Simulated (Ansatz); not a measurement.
# C4H12N2Sn: a ladder of functionals and wavefunction methods

Aim: compute C4H12N2Sn with functionals from several rungs and with coupled cluster, and see how far each lands from CCSD(T) at the basis-set limit for the atomisation energy.

Method: functionals in def2-TZVPP, the program's frozen cores in correlated methods; program: Ansatz 0.2.0, Gaussian basis.

Plan: LDA (SPW92), PBE-D4, revPBE-D4, BLYP-D4, r2SCAN-D4, B97M-V, PBE0-D4, B3LYP-D4, r2SCANh-D4, r2SCAN0-D4, HSE06-D4, BHLYP-D4, CAM-B3LYP-D4, LC-ωPBE, ωB97X-V, ωB97M-V, B2PLYP, PBE-QIDH; CCSD(T)/def2-SVP; CCSD(T)/def2-TZVPP; MP2/def2-QZVPP; extrapolation to the limit; RPA on PBE.

### Step 1. The geometry

The geometry comes from an earlier relaxation with PBE0-D4 in a triple-zeta def2 set; it is a stationary point, not always the lowest conformer. Sn takes the def2 core potential; no spin-orbit term is included.

SMILES `C[N](C)[Sn][N](C)C`, 19 atoms, charge 0, spin multiplicity 1.

Atoms are counted from 1 here; the program's logs count them from 0.

Bond lengths: C1–N2 1.437 Å, C1–H8 1.102 Å, C1–H9 1.090 Å, C1–H10 1.101 Å, N2–C3 1.439 Å, N2–Sn4 2.041 Å, C3–H11 1.101 Å, C3–H12 1.101 Å, C3–H13 1.095 Å, Sn4–N5 2.041 Å, N5–C6 1.439 Å, N5–C7 1.437 Å, C6–H14 1.101 Å, C6–H15 1.095 Å, C6–H16 1.101 Å, C7–H17 1.101 Å, C7–H18 1.090 Å, C7–H19 1.102 Å. Angles: N2–C1–H8 112.7°, N2–C1–H9 111.1°, N2–C1–H10 110.7°, H8–C1–H9 108.0°, H8–C1–H10 106.7°, H9–C1–H10 107.5°, C1–N2–C3 112.6°, C1–N2–Sn4 128.4°, C3–N2–Sn4 118.8°, N2–C3–H11 111.8°, N2–C3–H12 112.1°, N2–C3–H13 110.9°, H11–C3–H12 107.0°, H11–C3–H13 107.7°, H12–C3–H13 107.1°, N2–Sn4–N5 98.8°, Sn4–N5–C6 118.8°, Sn4–N5–C7 128.4° and more.

### Step 2. LDA

This LDA is Slater exchange with PW92 correlation.

in.yaml reads:

```yaml
crystal:
  periodic: [false, false, false]
  atoms:
    - {symbol: C, position_ang: [-0.731593, -1.226414, -1.262731]}
    - {symbol: N, position_ang: [-0.154939, -1.590112, 0.002497]}
    - {symbol: C, position_ang: [0.162680, -2.991419, 0.082017]}
    - {symbol: Sn, position_ang: [0.093577, -0.428766, 1.662777]}
    - {symbol: N, position_ang: [0.193573, 1.396032, 0.753337]}
    - {symbol: C, position_ang: [-0.072822, 2.575647, 1.533344]}
    - {symbol: C, position_ang: [0.618837, 1.704176, -0.584503]}
    - {symbol: H, position_ang: [-0.015829, -1.312637, -2.095885]}
    - {symbol: H, position_ang: [-1.103936, -0.201726, -1.243489]}
    - {symbol: H, position_ang: [-1.580960, -1.883168, -1.505623]}
    - {symbol: H, position_ang: [-0.712778, -3.621500, -0.137734]}
    - {symbol: H, position_ang: [0.952556, -3.278813, -0.629026]}
    - {symbol: H, position_ang: [0.518869, -3.254913, 1.083586]}
    - {symbol: H, position_ang: [0.791566, 3.256998, 1.551137]}
    - {symbol: H, position_ang: [-0.310547, 2.313142, 2.569686]}
    - {symbol: H, position_ang: [-0.926425, 3.149061, 1.140108]}
    - {symbol: H, position_ang: [1.455662, 2.419223, -0.571068]}
    - {symbol: H, position_ang: [0.961029, 0.808053, -1.102999]}
    - {symbol: H, position_ang: [-0.180220, 2.162635, -1.188832]}
basis:
  gaussian: {orbitals: def2-TZVPP}
hamiltonian: {xc: lda}
output: {orbitals: {seedname: orbitals}}
```

Started as:

```console
$ ansatz run in.yaml --threads 2 --pin off --events-out ev --progress --plain --max-ram 32768MiB --backend cuda --devices 0, --max-vram 18GiB
```

The runs that follow: PBE-D4 (GGA); revPBE-D4 (GGA); BLYP-D4 (GGA); r2SCAN-D4 (meta-GGA); B97M-V (meta-GGA); B3LYP-D4 (hybrid); r2SCANh-D4 (hybrid); r2SCAN0-D4 (hybrid); HSE06-D4 (hybrid); BHLYP-D4 (hybrid); CAM-B3LYP-D4 (range-separated); LC-ωPBE (range-separated); ωB97X-V (range-separated); ωB97M-V (range-separated); B2PLYP (double hybrid); PBE-QIDH (double hybrid); CCSD(T) in def2-SVP; CCSD(T) in def2-TZVPP; MP2 in def2-QZVPP; RPA on PBE orbitals.

**Question.** What will the summary of the whole plan be? Wanted: atomisation energy, CCSD(T)/CBS; farthest beyond LDA; mean size of error, GGA; mean size of error, meta-GGA; mean size of error, hybrid; mean size of error, range-separated; mean size of error, double hybrid; gap, smallest and largest; T1 diagnostic.

**Answer**, as computed:

| quantity | value |
| --- | --- |
| atomisation energy, CCSD(T)/CBS | 1670.2 kcal/mol |
| functionals within 16.7 kcal/mol (1.0 %) | revPBE-D4, BLYP-D4, r2SCAN-D4, B97M-V, PBE0-D4, B3LYP-D4, r2SCANh-D4, HSE06-D4, CAM-B3LYP-D4, LC-ωPBE, ωB97X-V, ωB97M-V, PBE-QIDH |
| farthest beyond LDA | BHLYP-D4 (-45.5 kcal/mol) |
| mean size of error, GGA | 15.2 kcal/mol |
| mean size of error, meta-GGA | 2.2 kcal/mol |
| mean size of error, hybrid | 17.5 kcal/mol |
| mean size of error, range-separated | 6.1 kcal/mol |
| mean size of error, double hybrid | 17.3 kcal/mol |
| gap, smallest and largest | 2.42 eV (LDA (SPW92)), 8.65 eV (LC-ωPBE) |
| T1 diagnostic | 0.0166 |
| triples share of the correlation energy | 3.9 % |

**Reading.** The LDA atomisation energy is off by 245.8 kcal/mol (15 %): it overbinds. PBE-D4 is off by +37.6 kcal/mol. Double hybrids carry the basis error of their MP2 part in triple zeta, and no dispersion term here, so their miss is partly the set-up's. The rungs meta-GGA, range-separated, GGA miss on average by less than the doubt on the reference (16.7 kcal/mol), so they tie. Misses under about 16.7 kcal/mol are within the doubt on the reference itself, which lacks core-valence correlation, spin-orbit coupling and higher excitations, and its outer-core shells are covered unevenly. All levels share the lack of spin-orbit coupling, which lowers the free heavy atoms and so the true binding. Hartree-Fock recovers 71 % of the binding; the rest is correlation. CCSD(T) in def2-SVP is off by -91.3 kcal/mol, so the small basis spoils what the method gains. The gap grows from 2.4 to 8.6 eV across the functionals, mostly with the share of exact exchange. Correlated methods include outer-core shells of Sn, which these sets cover unevenly.
